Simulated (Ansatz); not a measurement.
# CH3BClGa: how energies converge with the basis set

Aim: see how fast density functionals converge with the basis set for CH3BClGa.

Program: Ansatz 0.2.0, Gaussian basis. Level of theory: one geometry, several basis sets. These are calculated values, not measurements.

Plan: PBE0-D4/def2-SVP; ωB97M-V/def2-SVP; PBE0-D4/def2-QZVPP; ωB97M-V/def2-QZVPP; the functionals' def2-TZVPP values are taken from earlier runs.

## (1) Structure used throughout

All runs share one geometry, relaxed beforehand with PBE0-D4 in a triple-zeta def2 set.

7 atoms, charge 0, spin multiplicity 1.

Atoms are counted from 1 here; the program's logs count them from 0.

Bond lengths: Cl1–C2 1.777 Å, Cl1–Ga4 2.585 Å, C2–B3 1.456 Å, C2–H5 1.083 Å, B3–Ga4 2.447 Å, B3–H6 1.216 Å, B3–H7 1.196 Å. Angles: C2–Cl1–Ga4 63.5°, Cl1–C2–B3 121.7°, Cl1–C2–H5 109.1°, B3–C2–H5 129.2°, C2–B3–Ga4 70.6°, C2–B3–H6 119.6°, C2–B3–H7 120.7°, Ga4–B3–H6 74.5°, Ga4–B3–H7 122.0°, H6–B3–H7 119.5°, Cl1–Ga4–B3 68.3°.

## (2) PBE0-D4 in def2-SVP

in.yaml

```yaml
crystal:
  periodic: [false, false, false]
  atoms:
    - {symbol: Cl, position_ang: [-1.735681, -1.028125, -0.334386]}
    - {symbol: C, position_ang: [0.005301, -0.777394, -0.084476]}
    - {symbol: B, position_ang: [0.516529, 0.397397, 0.606316]}
    - {symbol: Ga, position_ang: [-0.712605, 1.098940, -1.389581]}
    - {symbol: H, position_ang: [0.550667, -1.588401, -0.550111]}
    - {symbol: H, position_ang: [-0.256950, 1.255239, 0.986988]}
    - {symbol: H, position_ang: [1.694139, 0.574342, 0.719449]}
basis:
  gaussian: {orbitals: def2-SVP}
hamiltonian: {xc: pbe0, dispersion: d4}
output: {orbitals: {seedname: orbitals}}
```

The run is started by

```sh
$ ansatz run in.yaml --threads 2 --pin off --events-out ev --progress --plain --max-ram 4352MiB
```

The runs that follow: ωB97M-V in def2-SVP; PBE0-D4 in def2-QZVPP; ωB97M-V in def2-QZVPP.

**Question.** What will the summary of the whole plan be? Wanted: PBE0-D4: double and triple zeta above quadruple; ωB97M-V: double and triple zeta above quadruple.

**Answer**, as computed:

```
                                       quantity           value
PBE0-D4: double and triple zeta above quadruple  14.67, 1.64 eV
ωB97M-V: double and triple zeta above quadruple  14.63, 1.57 eV
```

**Reading.** For PBE0-D4 the step from double to triple zeta gains 13.03 eV and the next only 1.64 eV. These are total energies; as a rule much of such shifts cancels in differences, which this series doesn't test.
